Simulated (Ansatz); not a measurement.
# C2H6AlCl (dimethylaluminum chloride) at SVWN5/cc-pVDZ

What is the energy change on altering one bond length of C2H6AlCl (dimethylaluminum chloride) at SVWN5/cc-pVDZ? 

Program for the calculation: Ansatz 0.2.0.

56 further runs of the same task are left out: 56 set aside as unsound or not needed.

## 1. The structure to begin with

The species is C2H6AlCl (10 atoms), meant as a singlet with charge 0. As SMILES, `[CH3][Al]([CH3])[Cl]`. The shape is that of a PBE0-D4/def2-TZVP optimisation.

Bond lengths: C1–Al2 1.942 Å, Al2–C3 1.942 Å, Al2–Cl4 2.114 Å, C1–H5 1.092 Å, C1–H6 1.095 Å, C1–H7 1.095 Å, C3–H8 1.095 Å, C3–H9 1.093 Å, C3–H10 1.094 Å. Some angles: C1–Al2–C3 125.8°, C1–Al2–Cl4 117.8°, C3–Al2–Cl4 116.4°, Al2–C1–H5 112.5°, Al2–C1–H6 110.7°, Al2–C1–H7 110.7°, Al2–C3–H8 110.7°, Al2–C3–H9 112.6°, Al2–C3–H10 110.7°, H5–C1–H6 108.1°.

## 2. The energy at SVWN5/cc-pVDZ

File in.yaml:

```yaml
crystal:
  periodic: [false, false, false]
  atoms:
    - {symbol: C, position_ang: [-0.517700, 1.358200, -0.989200]}
    - {symbol: Al, position_ang: [-0.252300, -0.446600, -0.322400]}
    - {symbol: C, position_ang: [0.742200, -0.932200, 1.273500]}
    - {symbol: Cl, position_ang: [-1.112300, -2.038200, -1.415400]}
    - {symbol: H, position_ang: [-1.121400, 1.383800, -1.898300]}
    - {symbol: H, position_ang: [-1.010200, 1.981400, -0.235400]}
    - {symbol: H, position_ang: [0.443800, 1.835600, -1.206000]}
    - {symbol: H, position_ang: [0.102400, -1.471200, 1.979300]}
    - {symbol: H, position_ang: [1.158700, -0.063300, 1.788800]}
    - {symbol: H, position_ang: [1.566900, -1.607500, 1.025200]}
basis:
  gaussian: {orbitals: cc-pVDZ}
magnetization: {spin_polarized: false, initial_magnetization: 0}
hamiltonian: {xc: {name: SVWN5}}
accuracy: high
output: {orbitals: {seedname: orbitals}}
```

Command:

```sh
$ ansatz run in.yaml --threads 1 --pin off --max-ram 3480MiB --events-out events.jsonl --progress --plain --runs-dir runs
```

The log of the run:

```text
Warning: RAYON_NUM_THREADS=1 ignored (pool sized by the plan → 1); use --threads N
Functional definition: SVWN5
  name "SVWN5"
  exchange = slater_x
  correlation = vwn5_c
2223 factors; integrals over basis functions are off by at most 4.2e-9 eV
mean field evaluation 1: about -21187.6253 eV, gradient 8.1e1 eV
mean field evaluation 2: about -21165.2145 eV, gradient 1.1e2 eV
mean field evaluation 4: about -21203.4733 eV, gradient 7.9e0 eV
mean field evaluation 8: about -21203.6552 eV, gradient 5.8e-2 eV
mean field evaluation 16: about -21203.6552 eV, gradient 3.5e-6 eV
mean field -21203.65523117 eV, -779.2199573917 hartree, gradient 2.3e-8 eV, S^2 0.000000; 0 other end points of the search recorded, 0 dependent functions left out
reference -21203.65523508 eV, -779.2199575356 hartree; 24, 24 occupied and 70, 70 virtual orbitals, 2223 factors
Total energy: -21203.65523508 eV, -779.2199575356 hartree
```

Run time: 6.6 s. Hardware: 1 thread of Arm Neoverse V1, shared host; peak memory 0.26 GiB.

## 3. The distorted shape at the same level

File run.yaml:

```yaml
crystal:
  periodic: [false, false, false]
  atoms:
    - symbol: C
      position_ang: [-0.259709, 1.835664, -0.661311]
    - symbol: Al
      position_ang: [0.005691, 0.030864, 0.005489]
    - symbol: C
      position_ang: [1.000191, -0.454736, 1.601389]
    - symbol: Cl
      position_ang: [-1.112300, -2.038200, -1.415400]
    - symbol: H
      position_ang: [-0.863409, 1.861264, -1.570411]
    - symbol: H
      position_ang: [-0.752209, 2.458864, 0.092489]
    - symbol: H
      position_ang: [0.701791, 2.313064, -0.878111]
    - symbol: H
      position_ang: [0.360391, -0.993736, 2.307189]
    - symbol: H
      position_ang: [1.416691, 0.414164, 2.116689]
    - symbol: H
      position_ang: [1.824891, -1.130036, 1.353089]
basis:
  gaussian:
    orbitals: cc-pVDZ
output:
  orbitals: {seedname: orbitals}
hamiltonian:
  xc: {name: SVWN5}
accuracy: high
```

Command:

```sh
$ ansatz run run.yaml --threads 1 --pin off --max-ram 3480MiB --events-out events.jsonl --progress --plain --runs-dir runs
```

The log of the run:

```text
Warning: RAYON_NUM_THREADS=1 ignored (pool sized by the plan → 1); use --threads N
[... 4 set-up lines as earlier in the session ...]
2203 factors; integrals over basis functions are off by at most 8.2e-9 eV
mean field evaluation 1: about -21186.0357 eV, gradient 8.1e1 eV
mean field evaluation 2: about -21161.8608 eV, gradient 1.1e2 eV
mean field evaluation 4: about -21202.3336 eV, gradient 4.4e0 eV
mean field evaluation 8: about -21202.3929 eV, gradient 4.5e-1 eV
mean field evaluation 16: about -21202.3935 eV, gradient 1.0e-5 eV
mean field -21202.39353498 eV, -779.1735909119 hartree, gradient 8.2e-8 eV, S^2 0.000000; 0 other end points of the search recorded, 0 dependent functions left out
reference -21202.39353894 eV, -779.1735910574 hartree; 24, 24 occupied and 70, 70 virtual orbitals, 2203 factors
Total energy: -21202.39353894 eV, -779.1735910574 hartree
```

Wall time 6.3 s (1 thread of Arm Neoverse V1, shared host); peak memory 0.25 GiB.

## 4. Summary of results

At SVWN5/cc-pVDZ:

| quantity | value |
| --- | --- |
| first shape: total energy | -779.21996 Eh |
| first shape: HOMO energy | -6.58 eV |
| first shape: LUMO energy | -1.55 eV |
| first shape: HOMO–LUMO gap | 5.03 eV |
| distorted shape: total energy | -779.17359 Eh |
| distorted shape: HOMO energy | -6.05 eV |
| distorted shape: LUMO energy | -2.31 eV |
| distorted shape: HOMO–LUMO gap | 3.75 eV |
| energy change with the Al2–Cl4 bond stretched from 2.114 to 2.748 Å | 1.262 eV |

What this shows: With the Al2–Cl4 bond stretched from 2.114 to 2.748 Å the energy rises by 1.26 eV (122 kJ/mol). The first shape isn't relaxed at this level, so the change isn't measured from a minimum.
